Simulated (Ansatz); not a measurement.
# GeH3 (quartet): wave-function methods side by side, 6-31G

An exercise on one series of results from a longer session: the logs are not shown, and one member is left open.

Method: 6-31G, core rule «outside noble gas», up to 14 orbitals frozen; program: Ansatz 0.2.0, Gaussian basis.

Plan: UHF; CCSD(T) on ROHF; CCSD(T) on UHF; BCCD(T) on ROHF; CISD; CCSDT(Q) on ROHF; CCSDT(Q) on UHF; CISDTQ; CCSDTQ on ROHF; CASSCF and MRCISD+Q, 7 electrons in 7 orbitals; CASSCF and NEVPT2, 7 electrons in 7 orbitals; Full CI.

19 further runs of the same task are left out: 11 that didn't finish, 8 set aside as unsound or not needed.

## What is computed

The geometry is a PBE0/def2-TZVP stationary point (not a proven minimum) of the parent state, kept for this charge and spin. No spin-orbit coupling is included. The filled d shell of Ge may be among the frozen orbitals whatever the setting's name suggests; the logs give the count.

4 atoms, charge 0, spin multiplicity 4.

Atoms are counted from 1 here; the program's logs count them from 0.

Bond lengths: Ge1–H2 1.539 Å, Ge1–H3 1.539 Å, Ge1–H4 1.539 Å. Angles: H2–Ge1–H3 111.2°, H2–Ge1–H4 111.2°, H3–Ge1–H4 111.2°.

The first run:

in.yaml reads:

```yaml
crystal:
  periodic: [false, false, false]
  atoms:
    - {symbol: Ge, position_ang: [0.000034, -0.000003, -0.018730]}
    - {symbol: H, position_ang: [1.465006, 0.016889, 0.452573]}
    - {symbol: H, position_ang: [-0.748285, 1.261093, 0.448403]}
    - {symbol: H, position_ang: [-0.719150, -1.277779, 0.448837]}
basis:
  gaussian: {orbitals: 6-31G}
magnetization: {spin_polarized: true, initial_magnetization: 3}
hamiltonian: {xc: hf}
output: {orbitals: {seedname: orbitals}}
```

Command:

```sh
$ ansatz run in.yaml --threads 1 --pin off --events-out ev --progress --plain --max-ram 2393MiB
```

Among the steps run: UHF; CCSD(T) on ROHF; CCSD(T) on UHF; BCCD(T) on ROHF; CISD; CCSDT(Q) on ROHF; CCSDT(Q) on UHF; CISDTQ; CCSDTQ on ROHF; CASSCF and MRCISD+Q, 7 electrons in 7 orbitals; CASSCF and NEVPT2, 7 electrons in 7 orbitals; Full CI.

One of the session's tables, all rows but one given; the rest of the session is left out.

```
   method  from FCI (meV)
     ROHF         +1737.6
      UHF         +1704.5
     RMP2          +592.6
     UMP2          +586.6
    RCCSD           +78.1
    UCCSD           +74.7
 RCCSD(T)           +45.7
 UCCSD(T)               ?
  BCCD(T)           +45.9
   RCCSDT            +7.4
   UCCSDT            +3.9
RCCSDT(Q)            +2.0
UCCSDT(Q)            -1.6
  RCCSDTQ            -0.5
      FCI               0
```

Q: Estimate the row for UCCSD(T) from the others.

**Answer.** from FCI (meV): +42.2. In the column «from FCI (meV)» it lies between RCCSDT (+7.4) and RCCSD(T) (+45.7).

Not comparable, so not listed: CISD; CISDTQ (they don't share determinant, frozen orbitals or solution with the rows shown, or repeat one).

Caveats from the session: Left out of the table: CASSCF valence, NEVPT2 valence, MRCISD valence, MRCISD+Q valence (the active space lost an orbital or holds another state than full CI finds). Levels on UHF freeze UHF's core orbitals, full CI those of ROHF, so the U rows can settle a little off it for that reason alone. Restricted and unrestricted rows rest on different reference determinants; where their highest levels disagree by more than a few hundredths of an eV, they describe different states and don't form one ladder.
